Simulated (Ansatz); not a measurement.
# CH₇ClSSi₂: up Jacob's ladder to CCSD(T)

How much do the methods differ for CH₇ClSSi₂? The plan is to run it at one geometry with functionals of several rungs and with coupled cluster. The yardstick is the atomisation energy at the CCSD(T) limit.

Method: functionals in def2-TZVPP, the program's frozen cores in correlated methods; program: Ansatz 0.2.0, Gaussian basis.

The runs, in order: LDA (SPW92), PBE-D4, revPBE-D4, BLYP-D4, r2SCAN-D4, B97M-V, PBE0-D4, B3LYP-D4, r2SCANh-D4, r2SCAN0-D4, HSE06-D4, BHLYP-D4, CAM-B3LYP-D4, LC-ωPBE, ωB97X-V, ωB97M-V, B2PLYP, PBE-QIDH; CCSD(T)/def2-SVP; CCSD(T)/def2-TZVPP; MP2/def2-QZVPP; extrapolation to the limit; RPA on PBE.

### Step 1. Structure used throughout

An earlier PBE0-D4 in a triple-zeta def2 set relaxation fixed the geometry.

12 atoms, charge 0, spin multiplicity 1.

Atoms are counted from 1 here; the program's logs count them from 0.

Bond lengths: C1–Si2 1.861 Å, C1–H6 1.092 Å, C1–H7 1.093 Å, C1–H8 1.092 Å, Si2–S3 2.154 Å, Si2–H9 1.486 Å, Si2–H10 1.485 Å, S3–Si4 2.115 Å, Si4–Cl5 2.055 Å, Si4–H11 1.478 Å, Si4–H12 1.481 Å. Angles: Si2–C1–H6 110.8°, Si2–C1–H7 110.0°, Si2–C1–H8 110.8°, H6–C1–H7 108.3°, H6–C1–H8 108.5°, H7–C1–H8 108.4°, C1–Si2–S3 107.0°, C1–Si2–H9 111.5°, C1–Si2–H10 111.6°, S3–Si2–H9 108.8°, S3–Si2–H10 109.3°, H9–Si2–H10 108.5°, Si2–S3–Si4 98.6°, S3–Si4–Cl5 112.5°, S3–Si4–H11 107.2°, S3–Si4–H12 110.8°, Cl5–Si4–H11 107.8°, Cl5–Si4–H12 106.6° and more.

### Step 2. LDA

This LDA is Slater exchange with PW92 correlation.

in.yaml reads:

```yaml
crystal:
  periodic: [false, false, false]
  atoms:
    - {symbol: C, position_ang: [0.888664, 2.154339, 0.637017]}
    - {symbol: Si, position_ang: [-0.141882, 0.761207, -0.042391]}
    - {symbol: S, position_ang: [1.015701, -1.042603, 0.171529]}
    - {symbol: Si, position_ang: [-0.416578, -2.424814, -0.543970]}
    - {symbol: Cl, position_ang: [-1.881039, -2.829403, 0.840270]}
    - {symbol: H, position_ang: [1.830035, 2.242130, 0.090844]}
    - {symbol: H, position_ang: [0.347120, 3.099064, 0.543329]}
    - {symbol: H, position_ang: [1.114213, 1.989934, 1.692473]}
    - {symbol: H, position_ang: [-0.452482, 0.964176, -1.481723]}
    - {symbol: H, position_ang: [-1.420723, 0.613964, 0.698695]}
    - {symbol: H, position_ang: [0.297484, -3.687566, -0.827972]}
    - {symbol: H, position_ang: [-1.103412, -1.895529, -1.744201]}
basis:
  gaussian: {orbitals: def2-TZVPP}
hamiltonian: {xc: lda}
output: {orbitals: {seedname: orbitals}}
```

Run with:

```
$ ansatz run in.yaml --threads 4 --pin off --events-out ev --progress --plain --max-ram 10444MiB
```

The runs that follow: PBE-D4 (GGA); revPBE-D4 (GGA); BLYP-D4 (GGA); r2SCAN-D4 (meta-GGA); B97M-V (meta-GGA); B3LYP-D4 (hybrid); r2SCANh-D4 (hybrid); r2SCAN0-D4 (hybrid); HSE06-D4 (hybrid); BHLYP-D4 (hybrid); CAM-B3LYP-D4 (range-separated); LC-ωPBE (range-separated); ωB97X-V (range-separated); ωB97M-V (range-separated); B2PLYP (double hybrid); PBE-QIDH (double hybrid); CCSD(T) in def2-SVP; CCSD(T) in def2-TZVPP; MP2 in def2-QZVPP; RPA on PBE orbitals.

Q: Predict the results of all the runs planned. Wanted: atomisation energy, CCSD(T)/CBS; farthest beyond LDA; mean size of error, GGA; mean size of error, meta-GGA; mean size of error, hybrid; mean size of error, range-separated; mean size of error, double hybrid; gap, smallest and largest; T1 diagnostic.

**Answer**, as computed:

| quantity | value |
| --- | --- |
| atomisation energy, CCSD(T)/CBS | 4000.4 kJ/mol |
| functionals within 20.0 kJ/mol (0.5 %) | PBE-D4, r2SCAN-D4, r2SCANh-D4, HSE06-D4, CAM-B3LYP-D4, ωB97M-V |
| farthest beyond LDA | BHLYP-D4 (-76.3 kJ/mol) |
| mean size of error, GGA | 47.2 kJ/mol |
| mean size of error, meta-GGA | 18.2 kJ/mol |
| mean size of error, hybrid | 28.9 kJ/mol |
| mean size of error, range-separated | 28.3 kJ/mol |
| mean size of error, double hybrid | 52.8 kJ/mol |
| gap, smallest and largest | 5.41 eV (LDA (SPW92)), 12.45 eV (LC-ωPBE) |
| T1 diagnostic | 0.0103 |
| triples share of the correlation energy | 4.0 % |

What this shows: LDA overbinds by 448.7 kJ/mol (11 %). PBE-D4 is off by -3.6 kJ/mol. Double hybrids carry the basis error of their MP2 part in triple zeta, and no dispersion term here, so their miss is partly the set-up's. By mean error the best rung here is meta-GGA (18.2 kJ/mol) and the worst beyond LDA is double hybrid (52.8 kJ/mol). GGA functionals lie within the reference's doubt of that worst mean (47.2 kJ/mol), so those two tie. The reference freezes the cores and leaves out relativity and excitations past (T), so misses under about 20.0 kJ/mol can't be ranked. Hartree-Fock recovers 76 % of the binding; the rest is correlation. CCSD(T) in def2-SVP is off by -291.0 kJ/mol, more than most functionals: a good method in a small basis is no reference. The gap grows from 5.4 to 12.4 eV across the functionals, mostly with the share of exact exchange.
